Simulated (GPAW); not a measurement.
# YTiF5 (Immm) in GPAW: band structure with PBEsol

Aim: the band structure of YTiF5 with PBEsol.

Everything below comes from runs of GPAW 26.7.0. Logs are shortened: lines on timing, memory, paths and dates and some standing lists are left out, and cuts for length are marked. The log counts tension as positive stress, the text compression.

## (1) Starting point

Symmetry: Immm, No. 71, orthorhombic system. The conventional cell has a = 4.191 Å, b = 6.956 Å, c = 8.431 Å, α = 90.00°, β = 90.00°, γ = 90.00°. Y (site symmetry mmm) is surrounded by 6 F at 2.10 to 2.22 Å. Around Ti (site symmetry mmm) lie 2 F at 2.02 Å. F (site symmetry mmm) is surrounded by 2 Y at 2.10 Å. F (site symmetry mm2) has 1 Ti at 2.02 Å and 1 Y at 2.20 Å as nearest neighbours. Around F (site symmetry m2m) lie 1 Y at 2.22 Å and 2 Ti at 2.44 Å and 1 F at 2.52 Å.

The cell comes from a database or a generator and needn't be the stable form of this composition.

## (2) Band structure, PBEsol

Contents of run.py:

```python
from ase import Atoms
from ase.dft.bandgap import bandgap
from ase.io import write
from ase.units import GPa
from gpaw import GPAW, PW, setup_paths

setup_paths.insert(0, '.')

atoms = Atoms(['Y', 'Ti', 'F', 'F', 'F', 'F', 'F'],
              cell=[[-2.095541, 3.478001, 4.215559],
                    [2.095541, -3.478001, 4.215559],
                    [2.095541, 3.478001, -4.215559]],
              scaled_positions=[[0.5, 0.5, 0.0],
                                [0.0, 0.0, 0.0],
                                [0.5, 0.0, 0.5],
                                [0.76085, 0.76085, 0.0],
                                [0.23915, 0.23915, 0.0],
                                [0.181019, 0.5, 0.681019],
                                [0.818981, 0.5, 0.318981]],
              pbc=True)

calc = GPAW(mode=PW(800),
            xc='PBEsol',
            kpts={'size': (5, 5, 5), 'gamma': True},
            occupations={'name': 'fermi-dirac', 'width': 0.05},
            nbands=51,
            convergence={'density': 1e-05, 'energy': 1e-05},
            maxiter=150,
            txt='gpaw.txt')
atoms.calc = calc
energy = atoms.get_potential_energy()
forces = atoms.get_forces()
stress = atoms.get_stress()
calc.write('gs.gpw')
write('result.traj', atoms)
print(f'Energy: {energy:.6f} eV')
print('Forces (eV/A):')
print(forces.round(4))
print('Stress (GPa):', (stress / GPa).round(3))
print('Fermi level:', round(calc.get_fermi_level(), 4), 'eV')
print(f'Gap: {bandgap(calc)[0]:.4f} eV, direct: {bandgap(calc, direct=True)[0]:.4f} eV')

path = atoms.cell.bandpath('GXLTWRX1ZGYSW,L1Y,Y1Z', npoints=100, eps=1e-4)
bs_calc = calc.fixed_density(kpts=path, symmetry='off', nbands=77,
                             convergence={'bands': 'CBM+6.0', 'eigenstates': 1e-6}, txt='bands.txt')
bs = bs_calc.band_structure()
bs.write('bs.json')
print(f'Gap on the path: {bandgap(bs_calc)[0]:.4f} eV')
```

Potentials or basis: PAW data sets generated in the run's folder for this functional, pw.

Launch:

```bash
> gpaw-setup -f PBEsol F Ti Y
> OMP_NUM_THREADS=1 python run.py
```

gpaw.txt:

```text
__  _  _
 | _ |_)|_||  |
 |__||  | ||/\| - 26.7.0

Input parameters:
  mode=PW(ecut=800.0),
  convergence={'density': 1e-05, 'energy': 1e-05},
  kpts=MonkhorstPack(size=(5, 5, 5), gamma=True),
  maxiter=150,
  nbands=51,
  occupations=Occupations(name='fermi-dirac', width=0.05),
  xc=XC(name='PBEsol')

Diagonalizing LCAO Hamiltonian
Converting LCAO to pw mode

       F
         F

       Y

       F  F
             F
       Ti

Atoms  # Å, Bohr magnetons
|   | symbol |         x |         y |        z |    initial magnetic moments |
|---|--------|-----------|-----------|----------|-----------------------------|
| 0 |      Y |  0.000000 |  0.000000 | 4.215559 | ( 0.0000,  0.0000,  0.0000) |
| 1 |     Ti |  0.000000 |  0.000000 | 0.000000 | ( 0.0000,  0.0000,  0.0000) |
| 2 |      F |  0.000000 |  3.478001 | 0.000000 | ( 0.0000,  0.0000,  0.0000) |
| 3 |      F | -0.000000 | -0.000000 | 6.414816 | ( 0.0000,  0.0000,  0.0000) |
| 4 |      F | -0.000000 |  0.000000 | 2.016302 | ( 0.0000,  0.0000,  0.0000) |
| 5 |      F |  2.095541 |  1.259169 | 0.000000 | ( 0.0000,  0.0000,  0.0000) |
| 6 |      F |  0.000000 |  2.218832 | 4.215559 | ( 0.0000,  0.0000,  0.0000) |

Unit cell  # Å
| periodic |         x |         y |         z |  lengths |     angles |
|----------|-----------|-----------|-----------|----------|------------|
|      yes | -2.095541 |  3.478001 |  4.215559 | 5.853095 | 138.042372 |
|      yes |  2.095541 | -3.478001 |  4.215559 | 5.853095 | 107.086516 |
|      yes |  2.095541 |  3.478001 | -4.215559 | 5.853095 |  87.853494 |

Number of symmetries: 8
Symmetry operations  # r_c * U_cc + t_c -> r_c
|   | kind |            matrix            |
|---|------|------------------------------|
| 0 |  σ   |  1, 1, 1,  0, 0,-1,  0,-1, 0 |
| 1 |  E   |  1, 0, 0,  0, 1, 0,  0, 0, 1 |
| 2 |  C2  |  0, 1, 0,  1, 0, 0, -1,-1,-1 |
| 3 |  C2  |  0, 0, 1, -1,-1,-1,  1, 0, 0 |
| 4 |  σ   |  0, 0,-1,  1, 1, 1, -1, 0, 0 |
| 5 |  σ   |  0,-1, 0, -1, 0, 0,  1, 1, 1 |
| 6 |  i   | -1, 0, 0,  0,-1, 0,  0, 0,-1 |
| 7 |  C2  | -1,-1,-1,  0, 0, 1,  0, 1, 0 |

BZ-sampling:
  Number of BZ points: 125
  Number of IBZ points: 27

  Monkhorst-Pack size: [5, 5, 5]
  Monkhorst-Pack shift: [0, 0, 0]

K-points  # in reciprocal-cell coordinates
|     |                                coordinates |     weight |
|-----|--------------------------------------------|------------|
|   0 | (  0.00000000,   0.00000000,   0.00000000) | 0.00800000 |
|   1 | (  0.20000000,  -0.20000000,  -0.20000000) | 0.01600000 |
|   2 | (  0.20000000,  -0.20000000,   0.00000000) | 0.03200000 |
|   3 | (  0.20000000,  -0.20000000,   0.20000000) | 0.01600000 |
|   4 | (  0.20000000,   0.00000000,  -0.20000000) | 0.03200000 |
|   5 | (  0.20000000,   0.00000000,   0.00000000) | 0.03200000 |
|   6 | (  0.20000000,   0.20000000,  -0.20000000) | 0.01600000 |
|   7 | (  0.40000000,  -0.40000000,  -0.40000000) | 0.01600000 |
|   8 | (  0.40000000,  -0.40000000,  -0.20000000) | 0.03200000 |
|   9 | (  0.40000000,  -0.40000000,   0.00000000) | 0.03200000 |
| ... |                                            |            |
|  26 | (  0.40000000,   0.40000000,   0.40000000) | 0.06400000 |

Plane wave coefficients: 6336
Cutoff: 800.0 eV

Spin-components: 1 (collinear spins)
Bands:           51
Projectors:      37
Spin-degeneracy: 2
Datatype:        complex128

Parallelization:
  kpt:    1
  domain: 1
  band:   1

Density:
  Valence electrons: 58.0
  Components: 1
  Grid points: [40 40 40]
  Charge: 0.0  # |e|

Potential:
  Grid points: [40 40 40]

species:
  Y:
    name:    Yttrium
    Z:       39.0
    valence: 11
    core:    28
    charge:  0.0  # [|e|]
    compensation charges:
      type: gauss
      rc: 0.40  # [Å]
      lmax: 2
    cutoffs:
      filter: 2.39  # [Å]
      core: 1.70  # [Å]
    projectors
    | kind |    occ | energy [eV] | rcut [Å] |
    |------|--------|-------------|----------|
    |   4s |  2.000 |     -47.929 |    1.328 |
    |   5s |  2.000 |      -4.119 |    1.328 |
    |   4p |  6.000 |     -27.892 |    1.318 |
    |   5p |  0.000 |      -1.425 |    1.318 |
    |   4d |  1.000 |      -2.527 |    1.286 |
    |    d |        |      24.684 |    1.286 |

    Using partial waves for Y as LCAO basis

  Ti:
    name:    Titanium
    Z:       22.0
    valence: 12
    core:    10
    charge:  0.0  # [|e|]
    compensation charges:
      type: gauss
      rc: 0.38  # [Å]
      lmax: 2
    cutoffs:
      filter: 2.23  # [Å]
      core: 1.02  # [Å]
    projectors
    | kind |    occ | energy [eV] | rcut [Å] |
    |------|--------|-------------|----------|
    |   3s |  2.000 |     -62.441 |    1.270 |
    |   4s |  2.000 |      -4.477 |    1.270 |
    |   3p |  6.000 |     -38.776 |    1.058 |
    |   4p |  0.000 |      -1.449 |    1.058 |
    |   3d |  2.000 |      -4.275 |    1.058 |
    |    d |        |      22.937 |    1.058 |

    Using partial waves for Ti as LCAO basis

  F:
    name:    Fluorine
    Z:       9.0
    valence: 7
    core:    2
    charge:  0.0  # [|e|]
    compensation charges:
      type: gauss
      rc: 0.20  # [Å]
      lmax: 2
    cutoffs:
      filter: 1.14  # [Å]
      core: 0.74  # [Å]
    projectors
    | kind |    occ | energy [eV] | rcut [Å] |
    |------|--------|-------------|----------|
    |   2s |  2.000 |     -29.719 |    0.635 |
    |   2p |  5.000 |     -11.050 |    0.635 |
    |    s |        |      -2.507 |    0.635 |
    |    p |        |      16.162 |    0.635 |
    |    d |        |       0.000 |    0.635 |

    Using partial waves for F as LCAO basis

Reference energy: -128765.252095  # eV

eigensolver:
  PPCG
  Converge bands: occupied
  niter=2

density mixing:
  MSR1-Mixer
  Pratt-step length: 0.05
  Maximum mixing coefficient: 0.75
  Old densities: 10
  SVD Regularization: 0.005
  Good broyden scale: 1.0
  Trust region scale: 1.0
  Backstep threshold: 4.0
  History deletion threshold: 6.0
  Fourier metric: weight=20.0, sigma=0.015

occupation numbers:
  Fermi-Dirac:
    width: 0.0500  # eV

poisson solver:
  ecut: 6400.0  # eV

xc functional:
  name: PBEsol with 2 nearest neighbor stencil

convergence criteria:
- Maximum integral of absolute [dens]ity change: 1e-05 electrons / valence electron
- Maximum [total energy] change in last 3 cyles: 1e-05 eV / valence electron
- Maximum integral of absolute [eigenst]ate change: 4e-08 eV^2 / valence electron
maximum number of iterations: 150

SCF iterations
|iter     | |      energy | eigst |  dens |
|---------|-|-------------|-------|-------|
|iter:   1| |  -47.277284 | -0.14 |       |
|iter:   2| |  -46.503056 | -1.72 | -1.04 |
|iter:   3| |  -44.597384 | -0.58 | -1.09 |
|iter:   4| |  -44.636712 | -1.93 | -1.48 |
|iter:   5| |  -44.519951 | -2.65 | -1.64 |
|iter:   6| |  -44.533910 | -3.10 | -1.92 |
|iter:   7| |  -44.531710 | -4.44 | -2.33 |
|iter:   8| |  -44.533677 | -5.02 | -2.71 |
|iter:   9| |  -44.534297 | -5.49 | -3.26 |
|iter:  10| |  -44.533772 | -6.33 | -3.48 |
|iter:  11| |  -44.533753c| -7.39 | -4.33 |
|iter:  12| |  -44.533765c| -7.71c| -4.70 |
|iter:  13| |  -44.533768c| -8.31c| -5.25c|

Converged in 13 steps
Energy contributions relative to reference atoms: (reference = -128765.252095)

Energy contributions:
  Kinetic:          37.384839
  Coulomb:         -42.426761
  Zero:             -0.073377
  External:          0.000000
  Xc:              -39.368287
  Entropy:          -0.100362
  Spinorbit:         0.000000
  ----------------------------
  Free energy:     -44.583949
  Extrapolated:    -44.533768

dipole moment: (-33.229070, -34.399707, 14.995654)  # |e|*Ang

Fermi level: 4.421
Eigenvalues  # (at kpt = [0.000, 0.000, 0.000])
| band index |      eig [eV] | occ [0-2] |
|------------|---------------|-----------|
|          0 |       -53.919 |     2.000 |
|        ... |               |           |
|         21 |        -2.685 |     2.000 |
|         22 |        -2.627 |     2.000 |
|         23 |        -2.370 |     2.000 |
|         24 |        -2.173 |     2.000 |
|         25 |        -1.990 |     2.000 |
|         26 |        -1.563 |     2.000 |
[... 8 lines left out ...]
|         35 |         6.630 |     0.000 |
|         36 |         6.817 |     0.000 |
|        ... |               |           |
|         50 |        16.407 |     0.000 |

No gap
No difference between direct/indirect transitions

Forces  # eV/Ang
|        x |        y |        z |
|----------|----------|----------|
|  0.00000 |  0.00000 |  0.00000 |  # Y    0
|  0.00000 |  0.00000 |  0.00000 |  # Ti   1
|  0.00000 |  0.00000 | -0.00000 |  # F    2
|  0.00000 |  0.00000 |  0.64778 |  # F    3
|  0.00000 | -0.00000 | -0.64778 |  # F    4
|  0.00000 | -0.15133 |  0.00000 |  # F    5
| -0.00000 |  0.15133 | -0.00000 |  # F    6

Stress tensor  # eV/Ang^3
|         x |         y |        z |
|-----------|-----------|----------|
|  0.037172 | -0.000000 | 0.000000 |
| -0.000000 |  0.032966 | 0.000000 |
|  0.000000 |  0.000000 | 0.048065 |

# Writing to gs.gpw (mode='')
```

stdout:

```text
Energy: -44.533768 eV
Forces (eV/A):
[[ 0.      0.      0.    ]
 [ 0.      0.      0.    ]
 [ 0.      0.     -0.    ]
 [ 0.      0.      0.6478]
 [ 0.     -0.     -0.6478]
 [ 0.     -0.1513  0.    ]
 [-0.      0.1513 -0.    ]]
Stress (GPa): [ 5.956  5.282  7.701  0.     0.    -0.   ]
Fermi level: 4.4206 eV
Gap: 0.0000 eV, direct: 0.0000 eV
Gap on the path: 0.0000 eV
```

It took 6.8 min on 1 thread of Intel Xeon 6975P-C (Granite Rapids), shared host; peak memory 1.5 GiB.

What came out:

| Property | Result |
| --- | --- |
| Free energy | -44.5839 eV |
| Pressure | -6.3 GPa |
| Largest force | 0.648 eV/Å |
| Band gap along the path | none (metal or under the smearing width) |

Forces on the atoms (eV/Å):
```
Y    0.000  0.000  0.000
Ti   0.000  0.000  0.000
F    0.000  0.000  0.000
F    0.000  0.000  0.648
F    0.000  0.000 -0.648
F    0.000 -0.151  0.000
F    0.000  0.151  0.000
```

Stress tensor (GPa, compression positive):
```
-5.96  0.00  0.00
 0.00 -5.28  0.00
 0.00  0.00 -7.70
```

Levels at the corners of the path, in eV from the Fermi level:
```csv
point,band 25,band 26,band 27,band 28,band 29,band 30,band 31,band 32,band 33,band 34
Γ,-6.59,-6.41,-5.98,-5.90,-0.48,0.03,0.21,0.63,1.01,1.55
X,-6.54,-6.27,-6.26,-5.96,-0.10,0.10,0.11,0.45,1.23,2.68
L,-6.56,-6.28,-6.25,-6.10,-0.08,0.09,0.11,0.44,1.23,2.66
T,-6.77,-6.59,-6.24,-6.19,-0.04,0.09,0.13,0.34,1.30,2.65
W,-6.73,-6.55,-6.24,-6.19,-0.03,0.14,0.16,0.34,1.47,2.59
R,-6.53,-6.25,-6.14,-5.97,-0.13,0.16,0.16,0.37,1.48,2.60
X1,-6.54,-6.27,-6.26,-5.96,-0.10,0.10,0.11,0.45,1.23,2.68
Z,-6.56,-6.53,-6.38,-5.91,-0.18,-0.03,0.18,0.78,1.00,2.20
Γ,-6.59,-6.41,-5.98,-5.90,-0.48,0.03,0.21,0.63,1.01,1.55
Y,-6.57,-6.50,-6.35,-6.07,-0.14,-0.03,0.18,0.82,1.01,2.18
S,-6.85,-6.72,-6.38,-6.14,-0.03,0.07,0.25,0.98,1.06,2.08
W,-6.73,-6.55,-6.24,-6.19,-0.03,0.14,0.16,0.34,1.47,2.59
L1,-6.56,-6.28,-6.25,-6.10,-0.08,0.09,0.11,0.44,1.23,2.66
Y,-6.57,-6.50,-6.35,-6.07,-0.14,-0.03,0.18,0.82,1.01,2.18
Y1,-6.57,-6.50,-6.35,-6.07,-0.14,-0.03,0.18,0.82,1.01,2.18
Z,-6.56,-6.53,-6.38,-5.91,-0.18,-0.03,0.18,0.78,1.00,2.20
```

Caveat: semilocal functionals often make such compounds metallic where correlation or magnetic order opens a gap, which also shifts bond lengths.
